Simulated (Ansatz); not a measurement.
C2H8BN, SMILES CB(C)N: an atomisation energy, run with the Python package of Ansatz (0.2.0).

Script `run_tae.py`:
```python
"""Atomisation energy of C2H8BN at the given geometry."""

from collections import Counter

import ansatz as az
from ase import Atoms

params = {
    "basis_set": "6-31G",
    "xc": "PBE",
}


def energy_of(molecule, charge=0, unpaired=0):
    calc = (
        molecule.calculation()
        .basis(gaussian=params["basis_set"])
        .functional(params["xc"])
        .accuracy("medium")
    )
    if charge:
        calc = calc.charge(charge)
    if unpaired:
        calc = calc.spin("collinear", total=unpaired)
    return calc.run(threads=1, pin="off").report["free_energy_ev"]

atoms = Atoms(["C", "B", "C", "N", "H", "H", "H", "H", "H", "H", "H", "H"], positions=[
    (-0.6913, 1.0716, -0.5915),
    (0.0374, -0.1861, -0.1131),
    (1.0462, -0.0589, 1.0719),
    (-0.1081, -1.5254, -0.7857),
    (-1.4177, 0.8657, -1.4629),
    (-1.3373, 1.5422, 0.2358),
    (0.0183, 1.8829, -0.9347),
    (0.5928, 0.3159, 1.9883),
    (1.5405, -1.0325, 1.3373),
    (1.8793, 0.6615, 0.8358),
    (-0.9166, -1.4275, -1.5056),
    (-0.5665, -2.1646, -0.0418),
])
system = az.Crystal.molecule_from_ase(atoms)

# unpaired electrons of the ground-state atoms
unpaired = {"C": 2, "B": 1, "N": 3, "H": 1}
counts = Counter(site.symbol for site in system.cartesian_sites)
atom_energy = {s: energy_of(az.Crystal.molecule().atom(s, (0, 0, 0)), 0, unpaired[s]) for s in counts}
whole = energy_of(system, 0, 0)
for s, e in atom_energy.items():
    print(f"{s:2s} x{counts[s]}  {e:14.5f} eV")
print(f"C2H8BN: {whole:.5f} eV")
split = sum(counts[s] * e for s, e in atom_energy.items()) - whole
print(f"atomisation energy (no zero-point term): {split:.3f} eV, {split / sum(counts.values()):.3f} eV an atom")
```

What does it cost to take this molecule apart into atoms?

47.246 eV from the electronic energies, without the zero-point term.

The run itself:

`python run_tae.py` gives:
```text
C  x2     -1028.04856 eV
B  x1      -669.37501 eV
N  x1     -1483.32110 eV
H  x8       -13.53580 eV
C2H8BN: -4364.32554 eV
atomisation energy (no zero-point term): 47.246 eV, 3.937 eV an atom
```

These settings explore the input space; basis and method may be short of convergence. The geometry is a force-field or estimated start, not a minimum of this method, and the basis set is short of its limit. All parts are taken at fixed geometry, without zero-point energy. This functional overbinds, so such energies come out a few per cent too high (LDA far more). Timing: 1.9 s on 1 thread of Arm Neoverse V2, with other jobs on the host, peak memory 0.17 GiB.

(Lines on the test bed's own set-up are left out of the output.)
